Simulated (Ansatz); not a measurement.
Consider a convergence test of the plane-wave cutoff of Ni, space group P6_3/mmc (Ansatz's Python interface).

`run_ecut.py`
```python
'''Convergence of Ni with the plane-wave cutoff.'''

import ansatz as az
import pandas as pd


def main() -> None:
    cell = (
        az.Lattice.from_parameters(2.448023, 2.448023, 4.072808, alpha=90, beta=90, gamma=120)
        .space_group(194)
        .atom('Ni', (1 / 3, 2 / 3, 0.25))
        .moments(Ni=2.0)
    )

    base = (
        cell.calculation()
        .functional('PBEsol')
        .kpoints(spacing=0.22)
        .occupations('Fermi-Dirac', width=0.05)
        .spin('collinear')
    )

    rows = []
    for value in [250, 350, 450, 550]:
        r = base.basis(value).run(threads=1).report
        rows.append((value, r['free_energy_ev'] / len(r['lattice']['sites']), r['n_iterations'], r['magnetization_mub'], r['n_pw']))

    table = pd.DataFrame(rows, columns=['cutoff (eV)', 'F/atom (eV)', 'iterations', 'moment (muB)', 'plane waves'])
    print(table.round(5).to_string(index=False))

    # the last row is the reference
    for row in rows[:-1]:
        shift = 1000 * (row[1] - rows[-1][1])
        print(f'{row[0]}: {shift:+.2f} meV/atom' + ('  (within 2 meV)' if abs(shift) < 2 else ''))


if __name__ == '__main__':
    main()
```

From which cutoff on is the energy per atom within 2 meV of the last row, and how does it get there?

From 450 eV on it stays within 2 meV an atom of the value at 550 eV; the first row (250 eV) is off by 2589.5 meV and the last but one by 1.12 meV. The energy falls steadily, as expected when plane waves are added. The last run costs about 2.2 times the first.

What the script printed:

```console
$ python run_ecut.py
DeckWarning: basis.ecutwfc = 250 eV is below the records' recommended 420 eV, and the density's cutoff is lower with it unless basis.ecutrho_ratio is high enough to keep the records' density cutoff: compare with a run at a higher cutoff
DeckWarning: basis.ecutwfc = 350 eV is below the records' recommended 420 eV, and the density's cutoff is lower with it unless basis.ecutrho_ratio is high enough to keep the records' density cutoff: compare with a run at a higher cutoff
 cutoff (eV)  F/atom (eV)  iterations  moment (muB)  plane waves
         250  -5802.36175          10       1.12763          197
         350  -5804.93201          10       1.26222          313
         450  -5804.95010          10       1.26866          465
         550  -5804.95122          10       1.26918          627
250: +2589.47 meV/atom
350: +19.21 meV/atom
450: +1.12 meV/atom  (within 2 meV)
```
(Warnings from the package without file and line.)

Other magnetic orders than the one started from may lie lower. This isn't the structure that Ni takes at ambient conditions. Shifts are counted from the last row, which is itself no proven limit. Timing: 40 s on 1 thread of Arm Neoverse V1, on a shared host, peak memory 0.53 GiB.
